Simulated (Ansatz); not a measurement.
Run this with the Ansatz DFT code, driven from Python and show what comes out.

The script, `disp_h6si2te.py`:
```python
'''Dispersion corrections for H6Si2Te.'''

from dataclasses import dataclass
import logging
import sys
import warnings

import ansatz

logging.basicConfig(stream=sys.stdout, format='%(levelname)s %(message)s')
log = logging.getLogger('h6si2te')
log.setLevel(logging.INFO)


@dataclass(frozen=True)
class Options:
    basis_set: str = 'def2-SVP'


opts = Options()

GEOMETRY = '''
Si   -0.68170    0.94740   -0.98200
Si    0.13490   -0.72670    0.13930
Te    1.34120    0.14030    2.10300
H    -1.38770    0.49630   -2.16780
H     0.35580    1.87460   -1.45440
H    -1.65030    1.75250   -0.12240
H    -0.91640   -1.61150    0.59110
H     1.10010   -1.45150   -0.73560
H     1.79260   -1.46770    2.61160
'''

warnings.simplefilter('ignore', ansatz.DeckWarning)

geometry = ansatz.Crystal.molecule()
for line in GEOMETRY.strip().splitlines():
    symbol, *xyz = line.split()
    geometry = geometry.atom(symbol, [float(v) for v in xyz])

model = geometry.calculation().basis(gaussian=opts.basis_set)
for name in ['revpbe', 'b3lyp']:
    for correction in ('d3bj', 'd4'):
        rep = model.functional(name, dispersion=correction).run().report
        log.info(f'{name:8s} {correction:5s} total {rep["free_energy_ev"]:.5f} eV, of which dispersion {1000 * rep["dispersion"]["energy"]["ev"]:.2f} meV')
```

Running `python disp_h6si2te.py` prints:
```text
INFO revpbe   d3bj  total -23139.34894 eV, of which dispersion -546.90 meV
INFO revpbe   d4    total -23139.39072 eV, of which dispersion -588.68 meV
INFO b3lyp    d3bj  total -23145.02017 eV, of which dispersion -463.62 meV
INFO b3lyp    d4    total -23144.94660 eV, of which dispersion -390.04 meV
```

What to keep in mind:
- Total energies depend on the basis set; only differences at equal settings carry meaning.
- The geometry is a force-field or estimated start, not a minimum of this method, and the basis set is short of its limit. D4 holds the three-body term, and d3bj doesn't.
- def2 sets replace the cores of elements past krypton by effective core potentials.
- b3lyp holds the VWN-RPA fit, as in Gaussian; the form of ORCA and Turbomole is b3lyp5.
- Timing: 10 s on 1 thread of Arm Neoverse V2 (shared host), peak memory 0.25 GiB.
